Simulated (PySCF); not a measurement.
# C7H12O: the cost of one run

Programs: PySCF 2.14.0, with routines of our own; each step states its level. All values are computed. Atoms count from 0.

## Step 1: The system as given

20 atoms, charge 0, multiplicity 1; geometry from: GFN2-xTB.

## Step 2: Magnetic properties: GIAO PBE/pcSseg-1

What the job is given:

```
{"job": {"kind": "mag", "xc": "PBE", "basis": "pcSseg-1", "isotopologues": 2}, "charge": 0, "multiplicity": 1}
C     -2.030365    -0.774675     1.466624
C     -1.912999    -0.345579     0.215158
C     -0.711509     0.162396    -0.431607
C     -0.763694     0.647880    -1.671691
C      0.598534     0.173364     0.336205
C      0.702659     1.457452     1.159720
O      1.731488     0.131960    -0.513833
C      1.965362    -1.125991    -1.088046
H     -1.207714    -0.797983     2.160473
H     -2.975283    -1.122201     1.848595
H     -2.789683    -0.346136    -0.421471
H     -1.679369     0.667327    -2.238434
H      0.116592     1.039011    -2.152187
H      0.633492    -0.701361     1.006248
H      1.632106     1.460445     1.722656
H      0.698286     2.311595     0.488469
H     -0.138362     1.534714     1.842755
H      1.131359    -1.445993    -1.723828
H      2.864560    -1.025924    -1.693019
H      2.129390    -1.889623    -0.315823
```

Level: GIAO PBE/pcSseg-1 magnetisability, rotational g tensor and spin-rotation constants, non-relativistic, gas phase.

Started as:

```sh
> OMP_NUM_THREADS=1 python excited_run.py task.json out
```

The driver reads the jobs from task.json and runs them one after another.

**Question.** How long does this first job take on 1 thread of AMD EPYC 9R45, shared host, and how much memory does it need?

About 30 s, with a peak of 0.7 GiB.
